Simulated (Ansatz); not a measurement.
# YF: a ladder of functionals and wavefunction methods

An exercise on one series of results from a longer session: the logs are not shown, and one member is left open.

Computed with Ansatz 0.2.0, Gaussian basis. Level: functionals in def2-TZVPP, the program's frozen cores in correlated methods.

Levels to be run: LDA (SPW92), PBE-D4, revPBE-D4, BLYP-D4, r2SCAN-D4, B97M-V, PBE0-D4, B3LYP-D4, r2SCANh-D4, r2SCAN0-D4, HSE06-D4, BHLYP-D4, CAM-B3LYP-D4, LC-ωPBE, ωB97X-V, ωB97M-V, B2PLYP, PBE-QIDH; CCSD(T)/def2-SVP; CCSD(T)/def2-TZVPP; CCSD(T)/def2-QZVPP; extrapolation to the limit; RPA on PBE.

**Structure used throughout**

An earlier PBE0-D4 in a triple-zeta def2 set relaxation fixed the geometry. Y takes the def2 core potential; no spin-orbit term is included.

SMILES `[F][Y]`, 2 atoms, charge 0, spin multiplicity 1.

Atoms are counted from 1 here; the program's logs count them from 0.

Bond lengths: F1–Y2 1.927 Å.

Set-up of the first run:

Contents of in.yaml:

```yaml
crystal:
  periodic: [false, false, false]
  atoms:
    - {symbol: F, position_ang: [0.821991, -0.274292, 0.421309]}
    - {symbol: Y, position_ang: [-0.821991, 0.274292, -0.421309]}
basis:
  gaussian: {orbitals: def2-TZVPP}
hamiltonian: {xc: lda}
output: {orbitals: {seedname: orbitals}}
```

Run with:

```sh
$ ansatz run in.yaml --threads 2 --pin off --events-out ev --progress --plain --max-ram 32768MiB --backend cpu
```

Among the steps run: LDA; PBE-D4 (GGA); revPBE-D4 (GGA); BLYP-D4 (GGA); r2SCAN-D4 (meta-GGA); B97M-V (meta-GGA); PBE0-D4 (hybrid); B3LYP-D4 (hybrid); r2SCANh-D4 (hybrid); r2SCAN0-D4 (hybrid); HSE06-D4 (hybrid); BHLYP-D4 (hybrid); CAM-B3LYP-D4 (range-separated); LC-ωPBE (range-separated); ωB97X-V (range-separated); ωB97M-V (range-separated); B2PLYP (double hybrid); PBE-QIDH (double hybrid).

One of the session's tables, all rows but one given; the rest of the session is left out.

It belongs to the step «Orbital energies across the functionals». 

```
  functional  HOMO (eV)  LUMO (eV)  gap (eV)
 LDA (SPW92)      -4.31      -3.14      1.17
      PBE-D4      -4.17      -3.00      1.17
   revPBE-D4      -4.12      -2.95      1.17
     BLYP-D4      -4.04      -2.87      1.17
   r2SCAN-D4      -4.26      -2.86      1.40
      B97M-V      -4.11      -2.79      1.32
     PBE0-D4      -4.82      -1.98      2.84
    B3LYP-D4      -4.71      -2.20      2.50
  r2SCANh-D4          ?          ?         ?
  r2SCAN0-D4      -4.87      -1.90      2.97
    HSE06-D4      -4.45      -2.37      2.08
    BHLYP-D4      -5.33      -0.85      4.48
CAM-B3LYP-D4      -5.75      -0.67      5.08
     LC-ωPBE      -6.62       0.09      6.71
     ωB97X-V      -6.47       0.12      6.59
     ωB97M-V      -6.45      -0.01      6.44
```

Q: Estimate the row for r2SCANh-D4 from the others.

Worked estimate for «HOMO (eV)». Against the share of exact exchange, r2SCAN-D4 (0, -4.26), r2SCAN0-D4 (0.25, -4.87) give a slope of -2.44 per unit share; at 0.1 the line stands at -4.50.

As computed: HOMO (eV): -4.50; LUMO (eV): -2.47; gap (eV): 2.03. In «HOMO (eV)» the line misses by 0.00.
